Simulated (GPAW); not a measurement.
Runs of GPAW 26.7.0 on TiSn. Symmetry: Fm-3m, No. 225, cubic system. Conventional cell: a = 5.601 Å, b = 5.601 Å, c = 5.601 Å, α = 90.00°, β = 90.00°, γ = 90.00°. Ti (site symmetry m-3m) has 6 Sn at 2.80 Å as nearest neighbours. Sn (site symmetry m-3m) is surrounded by 6 Ti at 2.80 Å. The cell was built by a generator and needn't be a form met in nature.

| level | potentials or basis | eigensolver | pressure (GPa) |
| --- | --- | --- | --- |
| LDA | the program's PAW data sets (release 1.2.1) made for this functional, pw | - | (b) |
| SCAN | GPAW PAW data sets (gpaw-data 1.2.1), pw | - | -3.0 |
| PBEsol | PAW data sets generated in the run's folder for this functional, pw | - | -4.0 |
| r2SCAN | GPAW PAW data sets (gpaw-data 1.2.1), pw | - | -1.0 |
| TPSS | GPAW PAW data sets (gpaw-data 1.2.1), pw | davidson | (a) |
| revPBE | the program's PAW data sets (release 1.2.1) made for this functional, pw | - | 1.3 |

Alike in all rows: task band structure; no spin polarisation; cell as given; k mesh 8 × 8 × 8; cutoff (eV) 600; smearing fermi-dirac 0.05 eV.

Task: Fill in the values left out.

Result: (a) -2.0; (b) -6.7.

Caveats: the PAW data sets were made with another functional, which shifts forces and pressure a little (some runs).
